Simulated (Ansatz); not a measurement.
Write a Python script for Ansatz 0.2.0, Python API that makes the levels without and with spin-orbit coupling of AlRu, space group Pm-3m. Use (first run): LDA, PAW, cutoff 463 eV, 11×11×11 k-points, Gaussian smearing of 0.1 eV.

The script reads `POSCAR`:
```text
AlRu
1.0
   2.99160000    0.00000000    0.00000000
   0.00000000    2.99160000    0.00000000
   0.00000000    0.00000000    2.99160000
Al Ru
1 1
Direct
   0.00000000    0.00000000    0.00000000
   0.50000000    0.50000000    0.50000000
```

The script, `alru.py`:
```python
"""Levels of AlRu without and with spin-orbit coupling."""

import ansatz as az
from ase.io import read


def main() -> None:
    atoms = read("POSCAR", format="vasp")
    crystal = az.Crystal.from_ase(atoms)

    setup = (
        crystal.calculation()
        .functional(az.Functional.LDA)
        .basis(17 * az.Ha)
        .kpoints(mesh=(11, 11, 11))
        .occupations("gaussian")
        .band_table()
    )
    for label, variant in (("scalar-relativistic", setup), ("spin-orbit", setup.spin(soc=True))):
        data = variant.run(threads=1, pin="off").report
        zero = data["band_edges_ev"][0] if data.get("band_edges_ev") else data["fermi_energy_ev"]
        near = [round(e - zero, 3) for e in data["eigenvalues_ev"][0] if abs(e - zero) < 3]
        print(label)
        print("  band edges (eV):", [round(e, 3) for e in data.get("band_edges_ev") or []] or "none reported")
        print("  levels at k =", data["kpoints_frac"][0], "within 3 eV of the zero:", near)


if __name__ == "__main__":
    main()
```

Running `python alru.py` prints:
```text
scalar-relativistic
  band edges (eV): none reported
  levels at k = [0.0, 0.0, 0.0] within 3 eV of the zero: [0.189, 0.189, 0.189]
spin-orbit
  band edges (eV): none reported
  levels at k = [0.0, 0.0, 0.0] within 3 eV of the zero: [0.113, 0.113, 0.113, 0.113, 0.331, 0.331]
```

Reading the output:
- The starting cell is as deposited in a crystallographic database; the results hold for this polymorph, which needn't be the stable one.
- Levels are Kohn-Sham eigenvalues on this mesh.
- With spin-orbit coupling each level holds one electron and, with inversion or at time-reversal points, comes in pairs; a window in energy can cut a split set.
- The whole script took 9.7 s on 1 thread of Arm Neoverse V1, on a shared host, peak memory 0.52 GiB.
